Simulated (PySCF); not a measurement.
# C2H5O3SeSi: the cost of one run

Programs: PySCF 2.14.0, with routines of our own; each step states its level. All values are computed. Atoms count from 0.

## Step 1: The starting structure

12 atoms, charge 0, multiplicity 2; geometry from: GFN2-xTB.

## Step 2: Open-shell or spin-flip excitations: unrestricted TDDFT PBE0/def2-SVPD

The job: settings as JSON, then the geometry in Å.

```
{"job": {"kind": "uabs", "xc": "PBE0", "basis": "def2-SVPD", "nstates": 10, "tda": false}, "charge": 0, "multiplicity": 2}
O     -0.087370    -1.185860     1.536355
C      0.918660    -0.911844     0.901144
O      2.091696    -0.747031     1.150649
C      0.632401    -0.672097    -0.673606
Si    -0.517476     0.840556    -0.775507
O     -0.009885     2.081826     0.110739
Se    -2.532150    -0.028084    -0.033824
H      0.173673    -1.592399    -1.028490
H      1.581252    -0.521804    -1.181508
H     -0.699081     1.411089    -2.094820
H      0.359698     2.033145     0.991151
H     -1.910219    -0.708183     1.071688
```

With the program's defaults for keys left out, this is: unrestricted TDDFT PBE0/def2-SVPD, vertical, gas phase, core orbitals frozen in the response.

Launch:

```console
$ OMP_NUM_THREADS=1 python excited_run.py task.json out
```

One launch serves the whole session: the jobs run in the order shown.

**Question.** How long does this first job take on 1 thread of Arm Neoverse V2, shared host, and how much memory does it need?

About 1.9 min, with a peak of 0.77 GiB.
